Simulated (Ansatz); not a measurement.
# ClH₃O₃Zr: small, medium and large basis sets

One table from this session's results is given with a row withheld; the runs are named, their logs left out.

Program: Ansatz 0.2.0, Gaussian basis. Level of theory: one geometry, several basis sets. These are calculated values, not measurements.

Plan: PBE0-D4/def2-SVP; ωB97M-V/def2-SVP; PBE0-D4/def2-QZVPP; ωB97M-V/def2-QZVPP; the functionals' def2-TZVPP values are taken from earlier runs.

1 further run of the same task is left out (for a known fault of the program).

## Structure used throughout

The geometry comes from an earlier relaxation with PBE0-D4 in a triple-zeta def2 set; it is a stationary point, not always the lowest conformer. Zr takes the def2 core potential; no spin-orbit term is included.

SMILES `[OH][Zr]([OH])([OH])[Cl]`, 8 atoms, charge 0, spin multiplicity 1.

Atoms are counted from 1 here; the program's logs count them from 0.

Bond lengths: O1–Zr2 1.912 Å, O1–H6 0.952 Å, Zr2–O3 1.912 Å, Zr2–O4 1.912 Å, Zr2–Cl5 2.381 Å, O3–H7 0.952 Å, O4–H8 0.952 Å. Angles: Zr2–O1–H6 165.4°, O1–Zr2–O3 110.0°, O1–Zr2–O4 110.0°, O1–Zr2–Cl5 109.0°, O3–Zr2–O4 110.0°, O3–Zr2–Cl5 109.0°, O4–Zr2–Cl5 108.9°, Zr2–O3–H7 165.3°, Zr2–O4–H8 165.4°.

Set-up of the first run:

File in.yaml:

```yaml
crystal:
  periodic: [false, false, false]
  atoms:
    - {symbol: O, position_ang: [-1.076680, 1.423443, 0.418816]}
    - {symbol: Zr, position_ang: [0.060001, 0.067949, -0.306852]}
    - {symbol: O, position_ang: [1.713621, 0.019477, 0.651924]}
    - {symbol: O, position_ang: [-0.805069, -1.634120, -0.204553]}
    - {symbol: Cl, position_ang: [0.504834, 0.572772, -2.590487]}
    - {symbol: H, position_ang: [-1.795139, 1.911719, 0.808957]}
    - {symbol: H, position_ang: [2.436017, 0.179515, 1.251375]}
    - {symbol: H, position_ang: [-1.037575, -2.540756, -0.029201]}
basis:
  gaussian: {orbitals: def2-SVP}
hamiltonian: {xc: pbe0, dispersion: d4}
output: {orbitals: {seedname: orbitals}}
```

Started as:

```sh
> ansatz run in.yaml --threads 4 --pin off --events-out ev --progress --plain --max-ram 10444MiB
```

Among the steps run: PBE0-D4 in def2-SVP; ωB97M-V in def2-SVP; PBE0-D4 in def2-QZVPP; ωB97M-V in def2-QZVPP.

One table of the session follows, with a row left open; its other results are not shown here.

It belongs to the step «Functionals by basis». 

```
functional       basis  HOMO (eV)
   PBE0-D4    def2-SVP      -8.37
   PBE0-D4  def2-TZVPP      -8.58
   PBE0-D4  def2-QZVPP      -8.63
   ωB97M-V    def2-SVP          ?
   ωB97M-V  def2-TZVPP     -10.86
   ωB97M-V  def2-QZVPP     -10.92
```

Q: Estimate the row for ωB97M-V, def2-SVP from the others.

The run gave: HOMO (eV): -10.61. In the column «HOMO (eV)» it lies between ωB97M-V, def2-TZVPP (-10.86) and PBE0-D4, def2-QZVPP (-8.63).
